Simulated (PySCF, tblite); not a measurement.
**C8H14FP: geometry, infrared bands and NMR shifts**

Aim: predict the infrared bands and NMR shifts of C8H14FP (`CC(C)(C)P1CCC=C1F`).

Computed with tblite 0.8.0 and PySCF 2.14.0, with density-fitted response routines of our own, on a single molecule in the gas phase. Atoms are numbered from 0 throughout.

### Step 1. The molecule as given

24 atoms, charge 0, multiplicity 1; geometry from: force field or distance geometry start.

Bonds of the start (Å): C0–C1 1.53, C1–C2 1.54, C1–C3 1.54, C1–P4 1.89, P4–C5 1.86, C5–C6 1.53, C6–C7 1.50, C7–C8 1.33, C8–F9 1.34, C8–P4 1.82, C0–H10 1.10, C0–H11 1.09, C0–H12 1.10, C2–H13 1.09, C2–H14 1.11, C2–H15 1.10, C3–H16 1.10, C3–H17 1.10, C3–H18 1.11, C5–H19 1.10, C5–H20 1.09, C6–H21 1.10, C6–H22 1.08, C7–H23 1.09.

### Step 2. Optimising the geometry with GFN2-xTB

The job: settings as JSON, then the geometry in Å.

```
{"job": {"kind": "relax", "xc": "GFN2-xTB", "basis": "xTB"}, "charge": 0, "multiplicity": 1}
C      0.802700    -0.585200    -1.202200
C      1.117200     0.142900     0.103900
C      1.952600     1.401300    -0.203000
C      1.993600    -0.782900     0.975500
P     -0.382500     0.643500     1.131700
C     -1.474900    -0.856600     1.103800
C     -2.473100    -0.696000    -0.050600
C     -2.408700     0.707600    -0.567300
C     -1.425700     1.473900    -0.111700
F     -1.250400     2.734200    -0.536400
H      0.200400     0.039200    -1.882400
H      1.710300    -0.850500    -1.735200
H      0.241600    -1.514400    -1.026500
H      2.873000     1.147400    -0.738300
H      1.384500     2.109200    -0.843900
H      2.225800     1.948400     0.715600
H      1.474900    -1.718000     1.239900
H      2.915100    -1.072700     0.459000
H      2.287300    -0.306900     1.931300
H     -2.013800    -0.876200     2.061500
H     -0.921400    -1.790900     1.042200
H     -3.486200    -0.933900     0.302400
H     -2.232400    -1.392000    -0.843400
H     -3.121700     1.048400    -1.318500
```

Started as:

```bash
$ OMP_NUM_THREADS=1 python probes_run.py task.json out
```

The driver reads the jobs from task.json and runs them one after another.

**Question.** This job is followed by: GFN2-xTB harmonic vibrations, gas phase; GIAO PBE0/pcSseg-1 NMR shielding, non-relativistic, gas phase. Predict these results of the whole session: strongest single infrared mode (GFN2-xTB); zero-point energy (GFN2-xTB); ¹³C shifts against TMS (PBE0/pcSseg-1, means over atoms taken as alike); ¹H shifts against TMS (PBE0/pcSseg-1, means over atoms taken as alike); ³¹P shifts against H3PO4 (PBE0/pcSseg-1); ¹⁹F shifts against CFCl3 (PBE0/pcSseg-1); surface potential, 1st and 99th percentile.

As calculated:

| quantity | value |
| --- | --- |
| strongest single infrared mode (GFN2-xTB) | 1135 cm⁻¹, 134 km/mol |
| zero-point energy (GFN2-xTB) | 125.7 kcal/mol |
| ¹³C shifts against TMS (PBE0/pcSseg-1, means over atoms taken as alike) | 179.2, 122.8, 36.4, 32.0, 28.1, 21.9 ppm |
| ¹H shifts against TMS (PBE0/pcSseg-1, means over atoms taken as alike) | 5.84, 2.65, 2.01, 1.14 ppm |
| ³¹P shifts against H3PO4 (PBE0/pcSseg-1) | -6.5 ppm |
| ¹⁹F shifts against CFCl3 (PBE0/pcSseg-1) | -124.2 ppm |
| surface potential, 1st and 99th percentile | -1.09 V and 0.87 V |

In words: Over 43 steps the energy fell by 0.135 eV; of the close pairs, C2–H14 changed most, 1.111 to 1.088 Å. All 66 modes are real, so the xTB geometry is a minimum. The strongest single mode, at 1135 cm⁻¹, is carried by C8, F9, C7, H22. Unscaled tight-binding wavenumbers are off by several per cent, some by more. Its intensities can rank the bands wrongly. H23 (hydrogen on an alkene CH) lies farthest downfield among hydrogen, at 5.84 ppm; a vinylic proton, deshielded by the sp2 carbon and the C=C anisotropy. At PBE0/pcSseg-1: Shielding is most anisotropic at F9 (span 249 ppm, paramagnetic term -181 ppm).
